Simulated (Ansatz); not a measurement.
# SiBN₂H₇: basis-set convergence

Aim: see how fast density functionals converge with the basis set for SiBN₂H₇.

Computed with Ansatz 0.2.0, Gaussian basis. Level: one geometry, several basis sets.

The runs, in order: PBE0-D4/def2-SVP; ωB97M-V/def2-SVP; PBE0-D4/def2-QZVPP; ωB97M-V/def2-QZVPP; the functionals' def2-TZVPP values are taken from earlier runs.

**1. The relaxed structure**

An earlier PBE0-D4/def2-TZVP relaxation fixed the geometry.

SMILES `NB[SiH2]N`, 11 atoms, charge 0, spin multiplicity 1.

Atoms are counted from 1 here; the program's logs count them from 0.

Bond lengths: N1–B2 1.388 Å, N1–H5 1.007 Å, N1–H6 1.007 Å, B2–Si3 2.022 Å, B2–H7 1.202 Å, Si3–N4 1.737 Å, Si3–H8 1.493 Å, Si3–H9 1.499 Å, N4–H10 1.008 Å, N4–H11 1.008 Å. Angles: B2–N1–H5 123.6°, B2–N1–H6 123.1°, H5–N1–H6 113.2°, N1–B2–Si3 120.3°, N1–B2–H7 117.0°, Si3–B2–H7 122.7°, B2–Si3–N4 116.7°, B2–Si3–H8 110.1°, B2–Si3–H9 108.9°, N4–Si3–H8 105.5°, N4–Si3–H9 107.7°, H8–Si3–H9 107.6°, Si3–N4–H10 118.8°, Si3–N4–H11 117.6°, H10–N4–H11 109.8°.

As a file:

```mol
BH7N2Si
  3D, bonds by distance, orders not assigned

 11 10  0  0  0  0  0  0  0  0999 V2000
   -0.5336    1.7581    1.0830 N   0  0
    0.0158    1.1322   -0.0270 B   0  0
    0.5613   -0.8125    0.0642 Si  0  0
   -0.0975   -1.8644   -1.1507 N   0  0
   -0.8169    2.7248    1.0948 H   0  0
   -0.6796    1.2903    1.9632 H   0  0
    0.1364    1.7938   -1.0232 H   0  0
    2.0436   -0.9369   -0.0627 H   0  0
    0.1746   -1.3633    1.4032 H   0  0
   -1.0977   -1.8952   -1.2751 H   0  0
    0.3593   -1.8837   -2.0493 H   0  0
  1  2  8  0
  2  3  8  0
  3  4  8  0
  1  5  8  0
  1  6  8  0
  2  7  8  0
  3  8  8  0
  3  9  8  0
  4 10  8  0
  4 11  8  0
M  END
```

**2. PBE0-D4 in def2-SVP**

Input file in.yaml:

```yaml
crystal:
  periodic: [false, false, false]
  atoms:
    - {symbol: N, position_ang: [-0.533645, 1.758052, 1.082996]}
    - {symbol: B, position_ang: [0.015826, 1.132202, -0.026964]}
    - {symbol: Si, position_ang: [0.561278, -0.812458, 0.064211]}
    - {symbol: N, position_ang: [-0.097520, -1.864376, -1.150709]}
    - {symbol: H, position_ang: [-0.816927, 2.724803, 1.094844]}
    - {symbol: H, position_ang: [-0.679603, 1.290267, 1.963212]}
    - {symbol: H, position_ang: [0.136362, 1.793836, -1.023225]}
    - {symbol: H, position_ang: [2.043566, -0.936909, -0.062741]}
    - {symbol: H, position_ang: [0.174558, -1.363342, 1.403248]}
    - {symbol: H, position_ang: [-1.097680, -1.895231, -1.275080]}
    - {symbol: H, position_ang: [0.359284, -1.883745, -2.049291]}
basis:
  gaussian: {orbitals: def2-SVP}
hamiltonian: {xc: pbe0, dispersion: d4}
output: {orbitals: {seedname: orbitals}}
```

The run is started by

```sh
> ansatz run in.yaml --threads 2 --pin off --events-out ev --progress --plain --max-ram 4352MiB
```

Further steps of the session: ωB97M-V in def2-SVP; PBE0-D4 in def2-QZVPP; ωB97M-V in def2-QZVPP.

Before running them: what should the planned runs give, taken together? Wanted: PBE0-D4: double and triple zeta above quadruple; ωB97M-V: double and triple zeta above quadruple.

The runs gave:

```
                                       quantity          value
PBE0-D4: double and triple zeta above quadruple  7.78, 0.51 eV
ωB97M-V: double and triple zeta above quadruple  7.97, 0.48 eV
```

For PBE0-D4 the step from double to triple zeta gains 7.27 eV and the next only 0.51 eV. These are total energies; as a rule much of such shifts cancels in differences, which this series doesn't test. The LUMO of ωB97M-V is positive and keeps falling with the basis (1.71 to 1.06 eV): an unbound level that the basis holds in place.
